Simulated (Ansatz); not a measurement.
# ZnSe (Stilleite): the cost of one run

All numbers are computed with Ansatz 0.2.0, driven from Python. Level of theory: DFT PBE, plane waves, PAW.

## Step 1: The structure

Symmetry: F-43m, No. 216, cubic system. Conventional cell: a = 5.668 Å, b = 5.668 Å, c = 5.668 Å, α = 90.00°, β = 90.00°, γ = 90.00°. Zn (site symmetry -43m) has 4 Se at 2.45 Å as nearest neighbours. Around Se (site symmetry -43m) lie 4 Zn at 2.45 Å.

The script holds or builds the structure itself.

## Step 2: Script

The input, dfpt.py:

```python
from pathlib import Path

import ansatz
import numpy as np


def main() -> None:
    cell = (
        ansatz.Lattice.of([0.0, 2.8338, 2.8338], [2.8338, 0.0, 2.8338], [2.8338, 2.8338, 0.0])
        .atom("Zn", [0.0, 0.0, 0.0])
        .atom("Se", [0.25, 0.25, 0.25])
    )

    setup = (
        cell.calculation()
        .functional("PBE")
        .basis(17 * ansatz.Ha)
        .occupations("Fixed")
        .kpoints(6, 6, 6)
        .phonons("dfpt")
    )
    done = setup.run(threads=1, runs_dir="runs")
    ph = done.phonons

    print("Gamma modes (1/cm):", " ".join(f"{w:.1f}" for w in ph.gamma_omega_inv_cm))
    print("in meV:", " ".join(f"{w * 0.1239842:.2f}" for w in ph.gamma_omega_inv_cm))


if __name__ == "__main__":
    main()
```

## Step 3: What the engine is handed

The engine receives this input:

```yaml
crystal:
  lattice:
    - [0.0, 2.8338, 2.8338]
    - [2.8338, 0.0, 2.8338]
    - [2.8338, 2.8338, 0.0]
  atoms:
    - { symbol: Zn, position: [0.0, 0.0, 0.0] }
    - { symbol: Se, position: [0.25, 0.25, 0.25] }
basis:
  ecutwfc: 462.593566181796
kpoints:
  mp_grid:
    grid: [6, 6, 6]
hamiltonian:
  xc: pbe
scf:
  occupations:
    method: fixed
phonons:
  method: dfpt
```

## Step 4: Running it

The run is started by

```sh
python dfpt.py
```

**Question.** How long does this script take on 1 thread of Arm Neoverse V2, shared host, and how much memory does it need?

About 8.1 s, with a peak of 0.51 GiB.
